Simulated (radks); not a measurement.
# Co²⁺ in [Ar] 3d7: an all-electron calculation

One table from this session's results is given with a row withheld; the runs are named, their logs left out.

Program: radks (a radial shooting solver on a logarithmic mesh, Libxc functionals) version 1. Level of theory: scalar-relativistic Kohn-Sham, Wu-Cohen GGA, spin-polarised, spherical densities, finite nucleus; open shells are filled with parallel spins first. These are calculated values, not measurements, unless marked.

## The atom as given

| Item | Value |
| --- | --- |
| element | cobalt (Z = 27) |
| charge | +2 |
| electrons | 25 |
| configuration | [Ar] 3d7 |
| nuclear rms radius | 3.7875 fm |

The outer shells:

Co²⁺
```
[Ar] core
3d [↑↓][↑↓][↑ ][↑ ][↑ ]
```

The first run:

Settings of this run:

```text
Z 27
configuration [Ar] 3d7 4s0 4p0
relativity scalar-relativistic
functional wc,pbe
spin polarised
nucleus finite rms 3.7875 fm
c 137.035999084
```

On the command line:

```
python run_ks.py task.json out
```

This one command runs every case of the session in turn.

One of the session's tables, all rows but one given; the rest of the session is left out.

It belongs to the step «Orbitals and density». From the orbitals of this run (lengths in bohr):

```
  level      <r>  outermost maximum (interpolated)  90 % within  nodes
1s down  0.05621                            0.0368        0.100      0
  1s up  0.05621                            0.0368        0.100      0
  2s up   0.2557                             0.213        0.396      1
2s down        ?                                 ?            ?      ?
  2p up   0.2251                             0.172        0.369      0
2p down   0.2248                             0.172        0.368      0
  3s up   0.7742                             0.669         1.16      2
3s down   0.7761                             0.669         1.16      2
  3p up   0.8155                             0.678         1.26      1
3p down   0.8189                             0.679         1.27      1
  3d up    1.007                             0.665         1.74      0
3d down    1.039                             0.671         1.81      0
  4s up    2.393                              2.06         3.53      3
4s down    2.463                              2.12         3.64      3
  4p up    2.877                              2.47         4.28      2
4p down    2.979                              2.56         4.43      2
```

**Question.** Estimate the row for 2s down.

The run gave: <r>: 0.2555; outermost maximum (interpolated): 0.213; 90 % within: 0.396; nodes: 1. In the column «<r>» it lies between 2p up (0.2251) and 2s up (0.2557).

Caveats from the session: Open shells are spherical and high-spin; term and fine-structure splittings are not resolved.
